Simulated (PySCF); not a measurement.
# CH₉GeN₃: geometry, electronic excitations

What electronic excitations should CH₉GeN₃ (`C[NH][GeH]([NH2])[NH2]`) show?

Computed with PySCF 2.14.0, with density-fitted response routines of our own, on a single molecule in the gas phase. Atoms are numbered from 0 throughout.

**1. The molecule as given**

14 atoms, charge 0, multiplicity 1; geometry from: GFN2-xTB. The atoms were then displaced at random by about 0.01 Å, so the start is not that level's minimum.

Bonds of the start (Å): C0–N1 1.43, N1–Ge2 1.82, Ge2–N3 1.84, Ge2–N4 1.82, C0–H5 1.10, C0–H6 1.12, C0–H7 1.08, N1–H8 1.03, Ge2–H9 1.53, N3–H10 1.02, N3–H11 0.98, N4–H12 1.00, N4–H13 0.99.

**2. Geometry optimisation at PBE0-D3(BJ)/def2-SVP**

Job settings and geometry (Å):

```
{"job": {"xc": "PBE0", "basis": "def2-SVP", "d3": "d3bj", "grid": 1, "shake": 0.01, "kind": "geom"}, "charge": 0, "multiplicity": 1}
C     -1.857970    -0.245050    -0.171820
N     -1.072540    -0.185950     1.023260
Ge     0.714750     0.122680     0.955600
N      1.168050     1.421520    -0.263040
N      1.694400    -1.296080     0.361470
H     -2.787350    -0.800590     0.000190
H     -2.163400     0.772270    -0.532020
H     -1.289670    -0.696220    -0.971510
H     -1.561760     0.286180     1.794770
H      1.134700     0.347430     2.413170
H      0.741970     2.335030    -0.081330
H      2.125180     1.520700    -0.452610
H      1.479470    -2.160750     0.815960
H      1.667020    -1.436230    -0.619820
```

Started as:

```console
> OMP_NUM_THREADS=1 python probes_run.py task.json out
```

One launch serves the whole session: the jobs run in the order shown.

Standard output:

```text
step   0  E = -2283.89668338  max force = 0.043834
step   1  E = -2283.90037479  max force = 0.011970
step   2  E = -2283.90077740  max force = 0.002409
step   3  E = -2283.90087235  max force = 0.001108
step   4  E = -2283.90093821  max force = 0.001467
step   5  E = -2283.90099392  max force = 0.001078
step   6  E = -2283.90104139  max force = 0.000769
step   7  E = -2283.90106880  max force = 0.000607
step   8  E = -2283.90107852  max force = 0.000437
optimisation converged
```

Run time: 59 s. Hardware: 1 thread of Arm Neoverse V2, shared host; peak memory 0.57 GiB.

Along the way:

```tsv
step	energy from step 0 (eV)	largest force component (eV/Å)
0	0.0000	2.2540
1	-0.1004	0.6155
2	-0.1114	0.1239
3	-0.1140	0.0570
4	-0.1158	0.0754
5	-0.1173	0.0554
6	-0.1186	0.0395
7	-0.1193	0.0312
8	-0.1196	0.0225
```

Close pairs (by a distance rule), those that changed most:

```tsv
bond	before (Å)	after (Å)	change (Å)
N3–H11	0.981	1.017	+0.036
N4–H13	0.992	1.017	+0.025
C0–H7	1.080	1.102	+0.022
N4–H12	1.000	1.016	+0.016
N1–H8	1.028	1.013	-0.016
C0–H6	1.122	1.108	-0.013
Ge2–H9	1.533	1.544	+0.011
C0–H5	1.096	1.105	+0.009
```

The next job starts from the end point, and lists it.

```tsv
at the end point	value
point group (found at 0.08 Å tolerance)	C1
rotational constants (GHz, main isotopes)	4.520, 2.470, 2.133
dipole moment (D)	0.91
```

**3. TDDFT and polarisability: PBE0/def2-TZVPD**

Job settings and geometry (Å):

```
{"job": {"kind": "uv", "xc": "PBE0", "basis": "def2-TZVPD"}, "charge": 0, "multiplicity": 1}
C     -1.879541    -0.179168    -0.171012
N     -1.050844    -0.113509     1.003458
Ge     0.760306     0.088346     0.971271
N      1.162724     1.436029    -0.200801
N      1.707473    -1.305810     0.264715
H     -2.728626    -0.873487    -0.036114
H     -2.298145     0.794970    -0.494240
H     -1.292399    -0.564286    -1.020150
H     -1.532981     0.153606     1.853160
H      1.159565     0.241663     2.455146
H      0.691485     2.318609    -0.026495
H      2.155547     1.607441    -0.336383
H      1.582371    -2.196924     0.736342
H      1.561462    -1.436349    -0.733044
```

Level: TDDFT PBE0/def2-TZVPD, vertical, gas phase, core orbitals frozen in the response.

Standard output:

```text
coarse grid: 50208 points
cycle   1  E = -2284.2832205056  dE = -2.855e-01  |g| = 8.939e-01  |ddm| = 2.989e+00
cycle   2  E = -2284.1597869206  dE =  1.234e-01  |g| = 1.230e+00  |ddm| = 1.792e+00
cycle   3  E = -2284.3992119347  dE = -2.394e-01  |g| = 8.252e-02  |ddm| = 1.074e+00
cycle   4  E = -2284.4003219739  dE = -1.110e-03  |g| = 3.384e-02  |ddm| = 9.313e-02
cycle   5  E = -2284.4004883972  dE = -1.664e-04  |g| = 6.544e-03  |ddm| = 2.879e-02
cycle   6  E = -2284.4004962062  dE = -7.809e-06  |g| = 2.551e-03  |ddm| = 8.144e-03
final grid: 105576 points
cycle   7  E = -2284.4005101606  dE =  1.895e-06  |g| = 4.006e-03  |ddm| = 1.195e-02
cycle   8  E = -2284.4005048575  dE =  5.303e-06  |g| = 6.438e-03  |ddm| = 7.977e-03
cycle   9  E = -2284.4005135123  dE = -8.655e-06  |g| = 1.219e-04  |ddm| = 4.805e-03
cycle  10  E = -2284.4005135152  dE = -2.959e-09  |g| = 3.312e-05  |ddm| = 1.217e-04
cycle  11  E = -2284.4005135155  dE = -2.060e-10  |g| = 5.311e-06  |ddm| = 3.022e-05
converged SCF energy = -2284.4005135155

Static polarisability (au): isotropic 70.859, principal 66.614 68.869 77.096

Singlet excitations
state   eV       nm        f      main configurations
  1   5.4048    229.4   0.00838   H->L 0.92
  2   5.9807    207.3   0.00957   H->L+2 0.55, H->L+1 0.33
  3   6.1222    202.5   0.03148   H-1->L 0.43, H->L+1 0.25, H->L+2 0.22
  4   6.1973    200.1   0.04050   H-1->L 0.42, H->L+1 0.40, H->L+2 0.11
  5   6.4196    193.1   0.04737   H-2->L 0.46, H->L+3 0.29, H-1->L+1 0.15
  6   6.5516    189.2   0.04835   H->L+3 0.58, H-2->L 0.18
  7   6.7070    184.9   0.00390   H->L+4 0.86, H->L+3 0.09
  8   6.8721    180.4   0.00668   H-1->L+1 0.67, H-2->L 0.26
  9   7.0205    176.6   0.00382   H-2->L+1 0.63, H-1->L+2 0.24
 10   7.0824    175.1   0.04047   H-1->L+2 0.64, H-2->L+1 0.19, H-1->L 0.09

Triplet excitations (Tamm-Dancoff, eV): 5.2269 5.7201 5.8148 5.8882
```

Run time: 51 s. Hardware: 1 thread of Arm Neoverse V2, shared host; peak memory 1.1 GiB.

Frontier orbitals and where they lie:

```tsv
orbital	eV	atoms
HOMO−3	-9.56	C0 19 %, Ge2 19 %, N1 17 %
HOMO−2	-7.52	N4 45 %, N3 15 %, Ge2 14 %
HOMO−1	-7.25	N3 52 %, N4 21 %, Ge2 12 %
HOMO	-6.43	N1 56 %, C0 15 %, Ge2 7 %
LUMO	0.13	Ge2 22 %, C0 19 %, N3 11 %
LUMO+1	0.67	N4 17 %, Ge2 12 %, H12 12 %
LUMO+2	0.80	H8 18 %, Ge2 13 %, H9 12 %
```

With each of the 10 states as a Gaussian band of 0.4 eV half-width at 1/e, the curve within the window shown has maxima at 195 nm (ε 6,100) L/(mol cm). Beyond the last state computed it falls off for lack of states. The curve at chosen wavelengths:

(nm, ε (L/mol/cm)): (168, 1096), (172, 1938), (175, 2516), (179, 3208), (182, 3793), (186, 4730), (190, 5612), (193, 6005), (197, 5981), (200, 5552), (204, 4585), (208, 3433), (211, 2612), (215, 1720), (218, 1239), (222, 824), (226, 593), (229, 488), (233, 389), (236, 328), (240, 251), (244, 182), (247, 137), (251, 89), (254, 62), (258, 36)

Ground-state properties from the same run:

```tsv
property	computed
dipole moment (D)	0.95
polarisability (Å³)	10.50
HOMO–LUMO gap (eV)	6.56
−ε(HOMO) (eV)	6.43
```

**4. Results**

```
                                quantity                        value
                             point group                           C1
    rotational constants (main isotopes)         4.52, 2.47, 2.13 GHz
        lowest singlet (PBE0/def2-TZVPD)  5.40 eV (229 nm), f = 0.008
brightest single state of those computed  state 6, 6.55 eV, f = 0.048
                          lowest triplet                      5.23 eV
```

**Reading.** Over 8 steps the energy fell by 0.120 eV; of the close pairs, N3–H11 changed most, 0.981 to 1.017 Å. The lowest singlet, at 5.40 eV, is HOMO→LUMO 0.92 and is weak; of the 10 states computed, the strongest absorption comes from state 6 at 6.55 eV (the last state computed is bright too, and its partners may lie past the list). The lowest triplet lies 0.18 eV below the lowest singlet (triplets in Tamm-Dancoff, singlets in full TDDFT). States above −ε(HOMO) lie where TDDFT describes them poorly and they hang on the basis; the brightest is among them.
